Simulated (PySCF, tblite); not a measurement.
# C₆H₁₁B: dynamics, then NMR shifts on frames, part 2 of 2

tblite 0.8.0 and PySCF 2.14.0. Atoms count from 0. The steps go on from the part before.

**5. Shielding tensors: 625 fs, PBE0/pcSseg-1**

The job: settings as JSON, then the geometry in Å.

```
{"job": {"kind": "nmr", "xc": "PBE0", "basis": "pcSseg-1", "pop": false}, "charge": 0, "multiplicity": 1}
B      0.282200     0.042100     2.371900
C      0.430000    -0.013100     0.789900
C      1.670900     0.229100     0.230800
C      2.023300    -0.101800    -1.188700
C     -0.624900    -0.611000    -0.050300
C     -1.372000     0.166300    -0.794100
C     -0.773600    -2.128600    -0.173800
H     -0.476800    -0.446500     3.115000
H      1.148800     0.649100     2.885300
H      2.333700     0.787400     0.896900
H      1.237000    -0.620300    -1.656500
H      2.913200    -0.803200    -1.155900
H      2.325700     0.887400    -1.593400
H     -2.239200    -0.207700    -1.270500
H     -1.118600     1.262700    -0.850800
H     -0.559100    -2.482400    -1.233700
H     -1.796000    -2.294500     0.070300
H     -0.046900    -2.611400     0.580300
```

Method: GIAO PBE0/pcSseg-1 NMR shielding, non-relativistic, gas phase.

The program printed:

```text
coarse grid: 14424 points
cycle   1  E = -259.5635582501  dE =  5.173e-01  |g| = 4.105e-01  |ddm| = 3.634e+00
cycle   2  E = -259.5546565141  dE =  8.902e-03  |g| = 4.601e-01  |ddm| = 8.924e-01
cycle   3  E = -259.6108149480  dE = -5.616e-02  |g| = 1.046e-01  |ddm| = 5.375e-01
cycle   4  E = -259.6132777476  dE = -2.463e-03  |g| = 3.859e-02  |ddm| = 1.118e-01
cycle   5  E = -259.6136443128  dE = -3.666e-04  |g| = 9.856e-03  |ddm| = 4.288e-02
cycle   6  E = -259.6136715445  dE = -2.723e-05  |g| = 3.138e-03  |ddm| = 1.373e-02
cycle   7  E = -259.6136738995  dE = -2.355e-06  |g| = 9.439e-04  |ddm| = 3.540e-03
final grid: 137552 points
cycle   8  E = -259.6553673228  dE = -4.095e-05  |g| = 7.690e-03  |ddm| = 3.396e-02
cycle   9  E = -259.6553608966  dE =  6.426e-06  |g| = 9.143e-03  |ddm| = 1.705e-02
cycle  10  E = -259.6553836046  dE = -2.271e-05  |g| = 1.459e-03  |ddm| = 9.677e-03
cycle  11  E = -259.6553841416  dE = -5.370e-07  |g| = 2.683e-04  |ddm| = 1.352e-03
cycle  12  E = -259.6553841585  dE = -1.692e-08  |g| = 7.897e-05  |ddm| = 3.219e-04
cycle  13  E = -259.6553841601  dE = -1.665e-09  |g| = 2.968e-05  |ddm| = 1.130e-04
cycle  14  E = -259.6553841604  dE = -2.111e-10  |g| = 1.131e-05  |ddm| = 3.613e-05
converged SCF energy = -259.6553841604

GIAO shielding tensors (ppm)
atom      isotropic    diamagn.    paramagn.     s11        s22        s33       span
  0 B       28.967     191.703    -162.737    -27.466     -8.221    122.587    150.053
  1 C        5.233     257.224    -251.991    -91.726    -37.807    145.231    236.957
  2 C        8.198     259.723    -251.525   -114.524     -1.081    140.200    254.724
  3 C      162.413     249.341     -86.928    147.258    165.873    174.109     26.851
  4 C       27.620     263.777    -236.157    -96.915     31.560    148.216    245.131
  5 C       68.175     255.890    -187.715    -37.576     93.263    148.838    186.414
  6 C      154.891     248.295     -93.404    134.385    149.780    180.508     46.123
  7 H       24.237      30.349      -6.112     17.942     27.163     27.607      9.665
  8 H       25.147      31.002      -5.855     19.358     27.412     28.671      9.313
  9 H       23.966      33.383      -9.418     21.231     23.638     27.028      5.798
 10 H       29.328      32.998      -3.670     25.070     28.912     34.003      8.933
 11 H       28.752      26.985       1.767     25.484     26.150     34.622      9.138
 12 H       28.699      28.152       0.547     25.075     26.424     34.596      9.521
 13 H       26.614      33.121      -6.508     23.272     26.212     30.357      7.086
 14 H       25.991      32.216      -6.225     22.675     24.694     30.604      7.929
 15 H       28.051      28.573      -0.522     24.797     27.100     32.256      7.459
 16 H       28.914      29.899      -0.985     25.409     27.788     33.544      8.134
 17 H       28.630      29.067      -0.437     25.410     27.987     32.494      7.085
```

Wall time 20 s (1 thread of Arm Neoverse V1, shared host); peak memory 0.83 GiB.

This run: δ C1 181.7, C2 178.7, C4 159.3, C5 118.8, H9 7.75, H7 7.48 ppm.

**6. Shielding tensors: 800 fs, PBE0/pcSseg-1**

The job: settings as JSON, then the geometry in Å.

```
{"job": {"kind": "nmr", "xc": "PBE0", "basis": "pcSseg-1", "pop": false}, "charge": 0, "multiplicity": 1}
B      0.482000     0.161100     2.124400
C      0.663900    -0.186700     0.653000
C      1.681000     0.254000    -0.031300
C      2.023100    -0.050300    -1.463400
C     -0.499300    -0.824200     0.008400
C     -1.243900    -0.104000    -0.779300
C     -0.885400    -2.272800     0.258800
H      0.160700    -0.604100     2.962200
H      0.683500     1.230600     2.509500
H      2.441600     0.771500     0.531700
H      1.414800    -0.736400    -1.992300
H      2.975600    -0.463700    -1.299000
H      2.020700     0.858100    -2.105300
H     -2.117300    -0.444900    -1.244200
H     -1.063500     0.916000    -0.945100
H      0.030300    -2.816300     0.482300
H     -1.470500    -2.707400    -0.519500
H     -1.561800    -2.352800     1.172200
```

Level: GIAO PBE0/pcSseg-1 NMR shielding, non-relativistic, gas phase.

The program printed:

```text
coarse grid: 14424 points
cycle   1  E = -259.5581388384  dE =  8.035e-01  |g| = 4.457e-01  |ddm| = 3.710e+00
cycle   2  E = -259.5591309255  dE = -9.921e-04  |g| = 4.514e-01  |ddm| = 8.847e-01
cycle   3  E = -259.6133798861  dE = -5.425e-02  |g| = 5.081e-02  |ddm| = 4.971e-01
cycle   4  E = -259.6137995679  dE = -4.197e-04  |g| = 3.233e-02  |ddm| = 7.931e-02
cycle   5  E = -259.6140417180  dE = -2.422e-04  |g| = 8.914e-03  |ddm| = 3.300e-02
cycle   6  E = -259.6140632026  dE = -2.148e-05  |g| = 2.293e-03  |ddm| = 1.118e-02
cycle   7  E = -259.6140644526  dE = -1.250e-06  |g| = 7.600e-04  |ddm| = 2.690e-03
final grid: 137552 points
cycle   8  E = -259.6560095653  dE = -4.378e-05  |g| = 7.937e-03  |ddm| = 3.356e-02
cycle   9  E = -259.6560057897  dE =  3.776e-06  |g| = 8.820e-03  |ddm| = 1.737e-02
cycle  10  E = -259.6560266308  dE = -2.084e-05  |g| = 1.335e-03  |ddm| = 9.838e-03
cycle  11  E = -259.6560270532  dE = -4.224e-07  |g| = 2.899e-04  |ddm| = 1.328e-03
cycle  12  E = -259.6560270721  dE = -1.891e-08  |g| = 9.976e-05  |ddm| = 3.573e-04
cycle  13  E = -259.6560270746  dE = -2.506e-09  |g| = 4.115e-05  |ddm| = 1.330e-04
cycle  14  E = -259.6560270750  dE = -4.113e-10  |g| = 6.393e-06  |ddm| = 3.819e-05
converged SCF energy = -259.6560270750

GIAO shielding tensors (ppm)
atom      isotropic    diamagn.    paramagn.     s11        s22        s33       span
  0 B       24.378     192.958    -168.579    -35.096    -22.022    130.252    165.348
  1 C       28.118     259.822    -231.705    -63.522      4.075    143.801    207.323
  2 C       43.226     257.052    -213.826    -58.113     33.508    154.282    212.395
  3 C      170.394     247.185     -76.792    153.559    170.183    187.439     33.880
  4 C       37.921     261.081    -223.159    -81.739     45.843    149.661    231.400
  5 C       69.434     256.488    -187.054    -28.190     84.914    151.579    179.769
  6 C      162.283     245.887     -83.603    147.664    151.553    187.633     39.968
  7 H       24.368      30.611      -6.243     18.326     26.358     28.418     10.092
  8 H       24.551      31.204      -6.654     18.457     27.270     27.925      9.468
  9 H       25.878      33.592      -7.714     22.933     25.819     28.882      5.949
 10 H       30.258      32.031      -1.774     26.099     30.766     33.908      7.809
 11 H       30.628      28.380       2.248     26.035     28.815     37.033     10.998
 12 H       29.338      28.232       1.106     26.038     26.572     35.405      9.367
 13 H       27.301      33.617      -6.316     24.711     26.502     30.689      5.979
 14 H       27.606      35.311      -7.705     24.419     26.402     31.997      7.578
 15 H       29.697      29.559       0.138     25.872     28.785     34.432      8.560
 16 H       29.896      29.970      -0.074     26.496     28.856     34.335      7.838
 17 H       28.180      27.685       0.495     24.582     25.922     34.035      9.453
```

Wall time 20 s (1 thread of Arm Neoverse V1, shared host); peak memory 0.83 GiB.

Key values: δ C1 158.8, C4 149.0, C2 143.7, C5 117.5, H7 7.35, H8 7.17 ppm.

**7. Shielding tensors: 1000 fs, PBE0/pcSseg-1**

The job: settings as JSON, then the geometry in Å.

```
{"job": {"kind": "nmr", "xc": "PBE0", "basis": "pcSseg-1", "pop": false}, "charge": 0, "multiplicity": 1}
B      0.753200    -0.570900     2.111000
C      0.881500    -0.389400     0.639900
C      1.925500     0.135400    -0.018900
C      1.944600     0.409800    -1.509300
C     -0.408800    -0.778200    -0.120600
C     -1.299300     0.111900    -0.565500
C     -0.742600    -2.185100    -0.108400
H     -0.031700    -1.324900     2.524600
H      1.604600    -0.102600     2.724800
H      2.748100     0.577500     0.478200
H      1.104000     0.038200    -2.062900
H      2.778600    -0.093400    -1.956200
H      2.091800     1.456400    -1.821700
H     -2.183100    -0.279800    -1.127700
H     -1.035100     1.155800    -0.710100
H     -0.543200    -2.653800    -1.072600
H     -1.774200    -2.474500     0.130600
H     -0.223800    -2.854700     0.579900
```

Method: GIAO PBE0/pcSseg-1 NMR shielding, non-relativistic, gas phase.

The program printed:

```text
coarse grid: 14424 points
cycle   1  E = -259.5620305500  dE =  6.834e-01  |g| = 4.331e-01  |ddm| = 3.667e+00
cycle   2  E = -259.5503852018  dE =  1.165e-02  |g| = 4.904e-01  |ddm| = 9.151e-01
cycle   3  E = -259.6134477042  dE = -6.306e-02  |g| = 1.135e-01  |ddm| = 5.511e-01
cycle   4  E = -259.6164737183  dE = -3.026e-03  |g| = 3.553e-02  |ddm| = 1.158e-01
cycle   5  E = -259.6167815193  dE = -3.078e-04  |g| = 9.646e-03  |ddm| = 3.845e-02
cycle   6  E = -259.6168050920  dE = -2.357e-05  |g| = 3.896e-03  |ddm| = 1.295e-02
cycle   7  E = -259.6168088934  dE = -3.801e-06  |g| = 8.391e-04  |ddm| = 4.018e-03
final grid: 137552 points
cycle   8  E = -259.6584065389  dE = -4.726e-05  |g| = 8.255e-03  |ddm| = 4.444e-02
cycle   9  E = -259.6584018717  dE =  4.667e-06  |g| = 9.292e-03  |ddm| = 1.811e-02
cycle  10  E = -259.6584249553  dE = -2.308e-05  |g| = 1.460e-03  |ddm| = 1.007e-02
cycle  11  E = -259.6584254780  dE = -5.227e-07  |g| = 3.155e-04  |ddm| = 1.502e-03
cycle  12  E = -259.6584255015  dE = -2.350e-08  |g| = 9.655e-05  |ddm| = 3.689e-04
cycle  13  E = -259.6584255038  dE = -2.339e-09  |g| = 4.790e-05  |ddm| = 1.392e-04
cycle  14  E = -259.6584255044  dE = -5.732e-10  |g| = 9.073e-06  |ddm| = 4.519e-05
converged SCF energy = -259.6584255044

GIAO shielding tensors (ppm)
atom      isotropic    diamagn.    paramagn.     s11        s22        s33       span
  0 B       33.114     192.786    -159.672    -16.742    -11.350    127.434    144.176
  1 C       19.148     257.345    -238.197    -80.970     -4.732    143.146    224.115
  2 C       22.760     255.171    -232.411    -81.429     -3.581    153.289    234.718
  3 C      166.761     247.724     -80.963    147.894    165.223    187.166     39.273
  4 C       24.380     258.909    -234.529    -98.810     23.861    148.088    246.898
  5 C       63.736     255.192    -191.456    -41.145     84.746    147.607    188.752
  6 C      168.141     244.036     -75.895    149.780    160.177    194.465     44.685
  7 H       25.023      30.808      -5.785     18.410     27.171     29.487     11.076
  8 H       25.325      30.852      -5.527     19.370     28.050     28.556      9.186
  9 H       24.839      32.849      -8.010     22.116     24.307     28.093      5.977
 10 H       29.555      32.403      -2.848     24.844     30.178     33.642      8.797
 11 H       30.457      28.055       2.402     27.202     27.589     36.579      9.377
 12 H       29.560      28.925       0.635     26.396     26.750     35.535      9.138
 13 H       25.603      30.726      -5.123     22.867     24.680     29.261      6.394
 14 H       26.510      33.425      -6.915     22.811     26.220     30.498      7.687
 15 H       29.536      28.582       0.954     25.471     28.024     35.112      9.641
 16 H       29.277      28.743       0.534     25.292     27.281     35.258      9.966
 17 H       29.862      29.882      -0.020     26.420     28.171     34.995      8.574
```

Wall time 20 s (1 thread of Arm Neoverse V1, shared host); peak memory 0.83 GiB.

In short: δ C1 167.8, C2 164.2, C4 162.5, C5 123.2, H9 6.88, H7 6.69 ppm.

**8. Comparing the runs: NMR shifts**

Shifts (ppm) of some atoms, chosen among heavy atoms and hydrogens apart, with basis size and wall time:

```tsv
frame	C1	C2	C4	C6	H9	H17	B0	functions	time
250 fs	176.9	170.9	152.7	28.8	7.61	4.16	74.3	174	21 s
425 fs	161.7	171.7	156.7	33.6	7.10	4.30	70.9	174	20 s
625 fs	181.7	178.7	159.3	32.0	7.75	3.09	71.1	174	20 s
800 fs	158.8	143.7	149.0	24.6	5.84	3.54	75.7	174	20 s
1000 fs	167.8	164.2	162.5	18.8	6.88	1.86	67.0	174	20 s
```

**9. Summary of results**

The summary covers parts 1 to 2.

| quantity | value |
| --- | --- |
| thermostat | 300 K |
| mean temperature, second half | 268 K |
| mean potential energy above the minimum | 0.62 eV |
| ¹³C shifts against TMS (PBE0/pcSseg-1, 250 fs) | 176.9, 170.9, 152.7, 119.3, 28.8, 18.2 ppm |
| ¹H shifts against TMS (PBE0/pcSseg-1, 250 fs) | 7.72, 7.61, 6.67, 5.36, 5.21, 4.16, 2.88, 2.73, 2.33, 2.27, 1.32 ppm |
| ¹¹B shifts against BF3·OEt2 (PBE0/pcSseg-1, 250 fs) | 74.3 ppm |
| range of the shift of C2 | 143.7 to 178.7 ppm |

In the second half the potential energy averages 0.62 eV above the minimum; equipartition over 48 harmonic modes at 300 K would give 0.62 eV. With 18 atoms the temperature swings widely (150 to 353 K). Shifts at one fixed geometry are not the observed spectrum, which averages over the motion. Across the 5 runs the shift of C2 moves most, between 143.7 (800 fs) and 178.7 ppm (625 fs).
